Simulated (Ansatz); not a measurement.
Task: a relaxed scan of one distance of ClH2NSn, SMILES [NH2][Sn][Cl], with Ansatz 0.2.0, Python API. Give the script and its output. Use (for the species named): B3LYP, def2-SVP basis, multiplicity 1.

| atom | x (Å) | y (Å) | z (Å) |
| --- | --- | --- | --- |
| N | -0.8326 | 0.5287 | -0.2762 |
| Sn | -0.1417 | -0.6319 | 1.2101 |
| Cl | 1.9974 | -1.3428 | 0.6206 |
| H | -0.1274 | 1.3684 | -0.4110 |
| H | -0.8459 | 0.0040 | -1.1850 |

Script `clh2nsn.py`:
```python
import ansatz as az
import numpy as np

GEOMETRY = """
N    -0.83260    0.52870   -0.27620
Sn   -0.14170   -0.63190    1.21010
Cl    1.99740   -1.34280    0.62060
H    -0.12740    1.36840   -0.41100
H    -0.84590    0.00400   -1.18500
"""

mol = az.Crystal.molecule()
for line in GEOMETRY.strip().splitlines():
    symbol, *xyz = line.split()
    mol = mol.atom(symbol, [float(v) for v in xyz])

model = (
    mol.calculation()
    .basis(gaussian="def2-SVP")
    .functional("b3lyp")
    .accuracy("medium")
)
symbols = [site.symbol for site in mol.cartesian_sites]
pairs = [(0, 1), (0, 3), (0, 4), (1, 2)]
print("held (A)   E (eV)        ", "  ".join(f"{symbols[i]}{i}-{symbols[j]}{j}" for i, j in pairs))
for length in [0.97, 1.05, 1.13, 1.26, 1.42]:
    report = model.relax(constraints=[az.DistanceConstraint((0, 4), at=length)], force_tolerance=0.02, max_steps=60).run(threads=1).report
    xyz = np.array(report["positions_ang"])
    print(f"{length:6.2f} {report['free_energy_ev']:14.5f}  ", "  ".join(f"{np.linalg.norm(xyz[i] - xyz[j]):.3f}" for i, j in pairs))
```

Running `python clh2nsn.py` prints:
```text
held (A)   E (eV)         N0-Sn1  N0-H3  N0-H4  Sn1-Cl2
DeckWarning: relax.constraints: the input's atoms, or those drawn, lie off the distances that are held; a relaxation that starts there is brought onto them ahead of its first SCF, by positions alone, [...]
  0.97   -19875.76009   2.039  1.017  0.970  2.430
  1.05   -19875.79685   2.038  1.019  1.050  2.430
  1.13   -19875.59720   2.038  1.020  1.130  2.430
  1.26   -19875.01494   2.037  1.020  1.260  2.431
  1.42   -19874.14190   2.035  1.022  1.420  2.430
```
(Warnings from the package without file and line, shortened, repeats left out.)

Reading the output:
- These settings explore the input space; basis and method may be short of convergence.
- The energies are electronic: no zero-point or thermal terms, and the basis set is short of its limit.
- def2 sets replace the cores of elements past krypton by effective core potentials.
- b3lyp holds the VWN-RPA fit, as in Gaussian; the form of ORCA and Turbomole is b3lyp5.
- Run time: 4 min on 1 thread of Arm Neoverse V1, on a shared host, peak memory 0.21 GiB.
